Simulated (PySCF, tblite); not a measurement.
# C6H15ClSi: geometry, infrared bands and NMR shifts

Aim: predict the infrared bands and NMR shifts of C6H15ClSi (`CCCC[C@](C)([SiH3])Cl`).

Programs: tblite 0.8.0 and PySCF 2.14.0, with density-fitted response routines of our own. Each step states its level of theory. These are calculated values for one molecule in the gas phase, unless marked as measured. Atoms count from 0, in the outputs and in this text.

## 1. The molecule as given

23 atoms, charge 0, multiplicity 1; geometry from: force field or distance geometry start.

Bonds of the start (Å): C0–C1 1.53, C1–C2 1.53, C2–C3 1.51, C3–C4 1.52, C4–C5 1.52, C4–Si6 1.88, C4–Cl7 1.77, C0–H8 1.11, C0–H9 1.11, C0–H10 1.09, C1–H11 1.10, C1–H12 1.11, C2–H13 1.12, C2–H14 1.11, C3–H15 1.09, C3–H16 1.13, C5–H17 1.12, C5–H18 1.10, C5–H19 1.09, Si6–H20 1.46, Si6–H21 1.47, Si6–H22 1.46.

## 2. Geometry optimisation with GFN2-xTB

The job: settings as JSON, then the geometry in Å.

```
{"job": {"kind": "relax", "xc": "GFN2-xTB", "basis": "xTB"}, "charge": 0, "multiplicity": 1}
C      3.259000     0.211000     0.003900
C      2.082000    -0.255600    -0.855900
C      0.876000    -0.124400     0.074800
C     -0.406600    -0.541000    -0.610000
C     -1.531700    -0.372900     0.391100
C     -2.838000    -0.794100    -0.263300
Si    -1.617600     1.433100     0.913400
Cl    -1.179100    -1.377600     1.807800
H      3.423600    -0.560500     0.788500
H      2.902000     1.114900     0.547000
H      4.148800     0.461600    -0.576000
H      1.992600     0.373100    -1.750300
H      2.248300    -1.324400    -1.091700
H      0.782400     0.966400     0.312300
H      1.053100    -0.664000     1.030100
H     -0.552200     0.070200    -1.500400
H     -0.337700    -1.604500    -0.982400
H     -2.955500    -1.905900    -0.246700
H     -3.636200    -0.355600     0.347900
H     -2.888400    -0.423400    -1.283300
H     -2.821000     1.675000     1.704900
H     -0.456300     1.706400     1.767100
H     -1.552100     2.319200    -0.245800
```

Run with:

```sh
> OMP_NUM_THREADS=1 python probes_run.py task.json out
```

This one command runs all jobs of the session in turn.

**Question.** This job is followed by: GFN2-xTB harmonic vibrations, gas phase; GIAO PBE0/pcSseg-1 NMR shielding, non-relativistic, gas phase. Predict these results of the whole session: strongest single infrared mode (GFN2-xTB); zero-point energy (GFN2-xTB); ¹³C shifts against TMS (PBE0/pcSseg-1); ¹H shifts against TMS (PBE0/pcSseg-1, means over atoms taken as alike); ²⁹Si shifts against TMS (PBE0/pcSseg-1); ³⁵Cl shifts against HCl (PBE0/pcSseg-1); surface potential, 1st and 99th percentile.

**Answer**, as computed:

| quantity | value |
| --- | --- |
| strongest single infrared mode (GFN2-xTB) | 2253 cm⁻¹, 329 km/mol |
| zero-point energy (GFN2-xTB) | 120.1 kcal/mol |
| ¹³C shifts against TMS (PBE0/pcSseg-1) | 61.5, 49.8, 35.2, 34.4, 28.0, 17.1 ppm |
| ¹H shifts against TMS (PBE0/pcSseg-1, means over atoms taken as alike) | 4.02, 1.96, 1.74, 1.70, 1.65, 1.34, 1.30, 1.20, 1.11 ppm |
| ²⁹Si shifts against TMS (PBE0/pcSseg-1) | -53.9 ppm |
| ³⁵Cl shifts against HCl (PBE0/pcSseg-1) | 207 ppm |
| surface potential, 1st and 99th percentile | -0.74 V and 0.90 V |

**Reading.** Over 109 steps the energy fell by 0.586 eV; of the close pairs, C4–Cl7 changed most, 1.772 to 1.813 Å. All 63 modes are real, so the xTB geometry is a minimum. The strongest single mode, at 2253 cm⁻¹, moves mainly H22. Unscaled tight-binding wavenumbers are off by several per cent, some by more. Its intensities can rank the bands wrongly. At PBE0/pcSseg-1: Shielding is most anisotropic at Cl7 (span 450 ppm, paramagnetic term -407 ppm).
